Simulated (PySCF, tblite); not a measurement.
# C5H4AlF3O2: geometry, infrared bands and NMR shifts

Wanted: the infrared bands and NMR shifts of C5H4AlF3O2 (`FC(F)=C(F)C1=C[O][AlH2-][O+]=C1`), by calculation.

Computed with tblite 0.8.0 and PySCF 2.14.0, with density-fitted response routines of our own, on a single molecule in the gas phase. Atoms count from 0, in the outputs and in this text.

**1. The molecule as given**

15 atoms, charge 0, multiplicity 1; geometry from: force field or distance geometry start.

Bonds of the start (Å): F0–C1 1.37, C1–F2 1.32, C1–C3 1.30, C3–F4 1.40, C3–C5 1.47, C5–C6 1.33, C6–O7 1.38, O7–Al8 1.84, Al8–O9 1.86, O9–C10 1.25, C10–C5 1.43, C6–H11 1.12, Al8–H12 1.59, Al8–H13 1.62, C10–H14 1.12.

**2. Optimising the geometry with GFN2-xTB**

Job settings and geometry (Å):

```
{"job": {"kind": "relax", "xc": "GFN2-xTB", "basis": "xTB"}, "charge": 0, "multiplicity": 1}
F     -3.784900     0.430000     1.052800
C     -2.512100     0.770100     0.663800
F     -2.254500     2.062900     0.570400
C     -1.714900    -0.240000     0.464500
F     -2.320100    -1.484800     0.689300
C     -0.299400    -0.187600     0.059400
C      0.277800    -1.378200    -0.073200
O      1.588200    -1.620300    -0.434700
Al     2.659300    -0.164100    -0.787800
O      1.531200     1.280800    -0.502200
C      0.344300     1.073300    -0.159900
H     -0.312000    -2.312900     0.126900
H      3.934800    -0.126400     0.163600
H      3.081900    -0.125100    -2.353000
H     -0.223800     2.030400    -0.018900
```

Started as:

```sh
> OMP_NUM_THREADS=1 python probes_run.py task.json out
```

One launch serves the whole session: the jobs run in the order shown.

**Question.** This job is followed by: GFN2-xTB harmonic vibrations, gas phase; GIAO PBE0/pcSseg-1 NMR shielding, non-relativistic, gas phase. Predict these results of the whole session: strongest single infrared mode (GFN2-xTB); zero-point energy (GFN2-xTB); ¹³C shifts against TMS (PBE0/pcSseg-1); ¹H shifts against TMS (PBE0/pcSseg-1, means over atoms taken as alike); ¹⁹F shifts against CFCl3 (PBE0/pcSseg-1); ¹⁷O shifts against H2O (PBE0/pcSseg-1); ²⁷Al shifts against AlH4- (PBE0/pcSseg-1).

The runs gave:

| quantity | value |
| --- | --- |
| strongest single infrared mode (GFN2-xTB) | 1617 cm⁻¹, 806 km/mol |
| zero-point energy (GFN2-xTB) | 47.8 kcal/mol |
| ¹³C shifts against TMS (PBE0/pcSseg-1) | 190.0, 188.8, 166.9, 135.4, 112.5 ppm |
| ¹H shifts against TMS (PBE0/pcSseg-1, means over atoms taken as alike) | 9.03, 8.93, 4.42 ppm |
| ¹⁹F shifts against CFCl3 (PBE0/pcSseg-1) | -103.9, -125.3, -212.8 ppm |
| ¹⁷O shifts against H2O (PBE0/pcSseg-1) | 324.0, 318.7 ppm |
| ²⁷Al shifts against AlH4- (PBE0/pcSseg-1) | 54.3 ppm |

In words: The optimisation took 35 steps and gained 1.098 eV; among the close pairs (by a distance rule), C6–O7 changed most, from 1.381 to 1.256 Å. All 39 modes are real, so the xTB geometry is a minimum. The strongest single mode, at 1617 cm⁻¹, is carried by C6, C10, O7, O9. Unscaled tight-binding wavenumbers are off by several per cent, some by more. Its intensities can rank the bands wrongly. C10 (aldehyde carbonyl carbon) lies farthest downfield among carbon, at 190.0 ppm; the double bond to the heteroatom, with no lone-pair donor beside it, deshields it most. H14 (hydrogen on an aldehyde carbonyl carbon) lies farthest downfield among hydrogen, at 9.03 ppm; the formyl region, downfield of aromatic protons.
